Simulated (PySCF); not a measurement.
# DyP10 (Dy(P5)2+): the cost of one run

Program: PySCF 2.14.0. Level of theory: B3LYP, Dy lcecp-1-SVP with ECP55, P def2-SVP; scalar-relativistic core potentials, no spin–orbit coupling. These are calculated values, not measurements.

2 further runs of the same task are left out: 1 for a known fault of the program, 1 that didn't finish.

**1. Starting geometry**

11 atoms, charge 1, spin multiplicity 1.

Bond lengths: Dy1–P2 2.888 Å, Dy1–P3 2.887 Å, Dy1–P4 2.887 Å, Dy1–P5 2.887 Å, Dy1–P6 2.887 Å, Dy1–P7 2.888 Å, Dy1–P8 2.887 Å, Dy1–P9 2.887 Å, Dy1–P10 2.887 Å, Dy1–P11 2.887 Å, P2–P3 2.116 Å, P2–P6 2.116 Å, P3–P4 2.116 Å, P4–P5 2.116 Å, P5–P6 2.116 Å, P7–P8 2.116 Å, P7–P11 2.116 Å, P8–P9 2.116 Å and more. Angles: P2–Dy1–P3 43.0°, P2–Dy1–P4 72.7°, P2–Dy1–P5 72.7°, P2–Dy1–P6 43.0°, P2–Dy1–P7 180.0°, P2–Dy1–P8 137.0°, P2–Dy1–P9 107.3°, P2–Dy1–P10 107.3°, P2–Dy1–P11 137.0°, P3–Dy1–P4 43.0°, P3–Dy1–P5 72.7°, P3–Dy1–P6 72.7°, P3–Dy1–P7 137.0°, P3–Dy1–P8 107.3°, P3–Dy1–P9 107.3°, P3–Dy1–P10 137.0°, P3–Dy1–P11 180.0°, P4–Dy1–P5 43.0° and more.

Geometry (Å):

```xyz
11
charge 1, multiplicity 1
Dy    0.0000    0.0000    0.0000
P     0.0000    1.8000    2.2578
P    -1.7119    0.5562    2.2578
P    -1.0580   -1.4562    2.2578
P     1.0580   -1.4562    2.2578
P     1.7119    0.5562    2.2578
P     0.0000   -1.8000   -2.2578
P    -1.7119   -0.5562   -2.2578
P    -1.0580    1.4562   -2.2578
P     1.0580    1.4562   -2.2578
P     1.7119   -0.5562   -2.2578
```

Formal oxidation states: Dy +3. Each metal's 9 4f electrons lie in its core potential, so multiplicities, spins and levels count the valence alone.

**2. SCF at the start, singlet**

Contents of run.py (the lines that set the calculation):

```python
mol = gto.M(atom='''
Dy     0.00000     0.00000     0.00000
P      0.00000     1.80000     2.25780
P     -1.71190     0.55620     2.25780
P     -1.05800    -1.45620     2.25780
P      1.05800    -1.45620     2.25780
P      1.71190     0.55620     2.25780
P      0.00000    -1.80000    -2.25780
P     -1.71190    -0.55620    -2.25780
P     -1.05800     1.45620    -2.25780
P      1.05800     1.45620    -2.25780
P      1.71190    -0.55620    -2.25780''',
    basis={'Dy': 'lcecp-1-SVP', 'P': 'def2-SVP'},
    ecp={'Dy': 'lcecp-1-SVP'},
    charge=1, spin=0)
mf = dft.RKS(mol, xc='B3LYP')
mf.grids.atom_grid = (50, 194)  # f atoms: unpruned, at least (60, 302)
mf = mf.density_fit()  # fitting sets: Dy AutoAux, P def2-universal-JKFIT
mf.conv_tol = 1e-08; mf.max_cycle = 55
mf.kernel(dm0)  # dm0: free metal ions and neutral atoms
```

Started as:

```console
OMP_NUM_THREADS=4 python run.py
```

Q: Estimate wall time and peak memory on 4 threads of Arm Neoverse V1, shared host.

About 14 s, with a peak of 1.4 GiB.
